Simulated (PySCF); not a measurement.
# How the numerical set-up moves the result for InF

The method stays; parts of the set-up, such as the basis or the Hamiltonian, are changed.

The runs use PySCF 2.14.0; each script names its method and basis.

2 further runs of the same task are left out: 2 that didn't finish.

### Step 1. The system as given

InF: 2 atoms, charge 0, spin multiplicity 1.

Bond lengths: In1–F2 2.005 Å.

### Step 2. The run that the others are compared with

input.py

```python
from pyscf import gto, scf, mp

mol = gto.M(
    atom='In 0 0 0; F 0 0 2.005',
    basis='crenbl',
    ecp={'In': 'crenbl', 'F': 'crenbl'},
    charge=0,
    spin=0,
    verbose=4,
)
mf = scf.RHF(mol)
mf.kernel()
mp.MP2(mf).kernel()
mf.dip_moment()
print('orbital energies (hartree):', mf.mo_energy[..., max(0, mol.nelec[1]-3):mol.nelec[0]+3].round(4))
```

Launch:

```
OMP_NUM_THREADS=1 python input.py
```

Its log is not repeated here.

Base result: E(SCF) = -80.611983 Eh, 9 cycles, E(MP2) − E(SCF) = -0.35159 Eh, μ = 3.55 D (of the SCF density).

The bond length is a typed value, not an optimised one.

### Step 3. Core potential off

Run 1 changes core potential: on → off. The core potential changes with it: totals don't compare.

input.py

```python
from pyscf import gto, scf, mp

mol = gto.M(
    atom='In 0 0 0; F 0 0 2.005',
    basis='crenbl',
    charge=0,
    spin=0,
    verbose=4,
)
mf = scf.RHF(mol)
mf.kernel()
mp.MP2(mf).kernel()
mf.dip_moment()
print('orbital energies (hartree):', mf.mo_energy[..., max(0, mol.nelec[1]-3):mol.nelec[0]+3].round(4))
```

Launch:

```
OMP_NUM_THREADS=1 python input.py
```

### Step 4. Cartesian functions on

Run 2 changes Cartesian functions: off → on.

input.py, as its differences from that of step 2:

```diff
@@ -8,2 +8,3 @@
     spin=0,
+    cart=True,
     verbose=4,
```

What does the calculation give? Wanted: for each run, E(SCF); from base; gap; SCF dipole; after the SCF.

**Answer**, as computed:

```
                             run  E(SCF) (hartree)  from base (eV)  cycles  gap (eV)  SCF dipole (D)  functions              after the SCF
                            base        -80.611983               0       9     10.15            3.55         48  MP2 correlation -9.567 eV
core potential off (poor choice)      -1264.200691  not comparable      10      9.83            4.14         48  MP2 correlation -5.035 eV
          Cartesian functions on        -80.613660         -0.0456       9     10.16            3.55         52  MP2 correlation -9.743 eV
```

What this shows: Rows marked «poor choice» come from settings spoiled on purpose.
